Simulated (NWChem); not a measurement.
# LiBr (SMILES [Li][Br]) at 3 levels

Aim: a comparison of 3 runs (HF/aug-cc-pVTZ, MP2/aug-cc-pVTZ, CCSD/aug-cc-pVTZ) of LiBr. 

Program for the calculation: NWChem 7.3.0.

## 1. The structure to begin with

LiBr: 2 atoms, total charge 0, spin state singlet. As SMILES, `[Li][Br]`. The Li1–Br2 distance was set to 3.257 Å, away from the relaxed value.

Bond lengths: Li1–Br2 3.257 Å.

## 2. The energy at HF/aug-cc-pVTZ (run 1)

mymol.nw

```
start mymol
title "BrLi energy"
memory total 2200 mb
geometry units angstroms noautosym nocenter noautoz
 Li    -1.835319     0.585506    -0.954210
 Br     0.939700    -0.337900     0.480100
end
basis spherical bse
 * library aug-cc-pVTZ
end
scf
 thresh 1e-08
 maxiter 80
 noprint "final vectors analysis"
end
task scf energy
```

The run is started by

```sh
$ nwchem mymol.nw > mymol.out
```

Standard output:

```text
[...]
  functions       =   105
[...]
  wavefunction    = RHF
[...]
         Total SCF energy =  -2579.947116030184
      One-electron energy =  -3631.238928378142
      Two-electron energy =   1034.234155187337
 Nuclear repulsion energy =     17.057657160622
        Time for solution =    219.1s
[...]
```

Run time: 3.8 min. Hardware: 1 thread of AMD EPYC 7R43 (Zen 3), shared host; peak memory 0.11 GiB.

## 3. A single-point energy at MP2/aug-cc-pVTZ (run 2)

run.py

```python
from ase import Atoms
from ase.calculators.nwchem import NWChem

molecule = Atoms('LiBr', positions=[
    [-1.835319, 0.585506, -0.954210],
    [0.939700, -0.337900, 0.480100],
])

calc = NWChem(
    label='brli',
    theory='mp2',
    memory='2200 mb',
    basis='aug-cc-pVTZ',
    basispar='spherical bse',
    scf={'nopen': '0', 'rhf': None, 'thresh': '1e-08', 'maxiter': '80'},
    mp2={'freeze': 'core 9', 'tight': None},
    task='energy',
)
molecule.calc = calc

print(f"energy = {molecule.get_potential_energy():.6f} eV")
```

The run is started by

```sh
$ export ASE_NWCHEM_COMMAND="nwchem PREFIX.nwi > PREFIX.nwo"
$ python run.py
```

Standard output:

```text
energy = -70210.878506 eV
```

The calculator wrote brli.nwi:

```
title "brli"

permanent_dir brli

scratch_dir brli

start brli

geometry units angstrom nocenter noautosym noautoz
  Li -1.8353189999999999e+00 5.8550599999999997e-01 -9.5421000000000000e-01
  Br 9.3969999999999998e-01 -3.3789999999999998e-01 4.8010000000000003e-01
end

memory 2200 mb

basis spherical bse noprint
   * library aug-cc-pVTZ
end

scf
  nopen 0
  rhf
  thresh 1e-08
  maxiter 80
end
mp2
  freeze core 9
  tight
end

task mp2 energy
```

brli.nwo:

```text
Northwest Computational Chemistry Package (NWChem) 7.3.0
             --------------------------------------------------------

           Job information
           ---------------

    nwchem branch   = 7.3.0
    use scalapack   = T
    input           = brli.nwi
    prefix          = brli.
    data base       = brli/brli.db
    status          = startup
    nproc           =        1

           Memory information
           ------------------

    heap     =     72089596 doubles =      550.0 Mbytes
    stack    =     72089601 doubles =      550.0 Mbytes
    global   =    144179200 doubles =     1100.0 Mbytes (distinct from heap & stack)
    total    =    288358397 doubles =     2200.0 Mbytes
    verify   = yes
    hardfail = no

[... 91 lines left out ...]
 Convergence threshold     :          1.000E-08
[... 13 lines left out ...]
       Final RHF  results
[... 3 lines left out ...]
      One-electron energy =  -3631.238928358720
[... 1 line left out ...]
 Nuclear repulsion energy =     17.057657160622
[... 37 lines left out ...]
                       ROHF Final Molecular Orbital Analysis
[... 441 lines left out ...]
          -------------------------------------------
          SCF energy               -2579.947116030439
          Correlation energy          -0.255099431390
          Singlet pairs               -0.148042270867
          Triplet pairs               -0.107057160523
          Total MP2 energy         -2580.202215461828
          -------------------------------------------

          ---------------------------------------------------
                    Spin Component Scaled (SCS) MP2
          Same spin pairs                     -0.071371440349
          Same spin scaling factor             0.333333333333
          Opposite spin pairs                 -0.183727991041
          Opposite spin scaling fact.          1.200000000000
          SCS-MP2 correlation energy          -0.244264069366
          Total SCS-MP2 energy             -2580.191380099805
          ---------------------------------------------------

 -----------------------
 Task  times  cpu:      299.9s     wall:      299.9s
 Total times  cpu:      300.0s     wall:      300.0s
```

Run time: 5 min. Hardware: 1 thread of AMD EPYC 7R43 (Zen 3), shared host; peak memory 0.28 GiB.

## 4. A single-point energy at CCSD/aug-cc-pVTZ (run 3)

mymol.nw

```
start mymol
memory stack 880 mb heap 220 mb global 1100 mb
geometry noautosym nocenter noautoz
 Li    -1.835319     0.585506    -0.954210
 Br     0.939700    -0.337900     0.480100
end
basis spherical bse
 Li library aug-cc-pVTZ
 Br library aug-cc-pVTZ
end
scf
 thresh 1e-08
 maxiter 80
end
ccsd
 freeze core 9
 maxiter 60
end
task ccsd energy
```

The run is started by

```sh
$ nwchem mymol.nw > mymol.out
```

Standard output:

```text
[...]
  functions       =   105
[...]
  wavefunction    = RHF
[...]
         Total SCF energy =  -2579.947116030184
      One-electron energy =  -3631.238928378142
      Two-electron energy =   1034.234155187337
 Nuclear repulsion energy =     17.057657160622
        Time for solution =    247.6s
[...]
 Total MP2 energy:          -2580.202215461338255
[...]
             energy      energy      error      ampl     ampl      Block
                                                time     time      time
[...]
 Total CCSD energy:          -2580.212914106505650
[...]
```

Run time: 13 min. Hardware: 1 thread of AMD EPYC 7R43 (Zen 3), shared host; peak memory 0.23 GiB.

## 5. All runs side by side

```tsv
run	level	module	frozen core orbitals	energy (Eh)	wall time
1	HF/aug-cc-pVTZ	scf	–	-2579.947116	3.8 min
2	MP2/aug-cc-pVTZ	mp2	9	-2580.202215	5 min
3	CCSD/aug-cc-pVTZ	ccsd	9	-2580.212914	13 min
```

## 6. Results

```
                                          quantity           value
                               run 3: total energy  -2580.21291 Eh
        run 3: HOMO energy (Hartree–Fock orbitals)        -8.33 eV
        run 3: LUMO energy (Hartree–Fock orbitals)        -1.29 eV
      run 3: HOMO–LUMO gap (Hartree–Fock orbitals)         7.04 eV
run 3: correlation energy (9 core orbitals frozen)      -265.8 mEh
```

What this shows: Below the HF energy at the same shape and in the same basis (aug-cc-pVTZ): MP2 -255.1 mEh; CCSD -265.8 mEh. All runs together took 22 min, the longest 13 min.
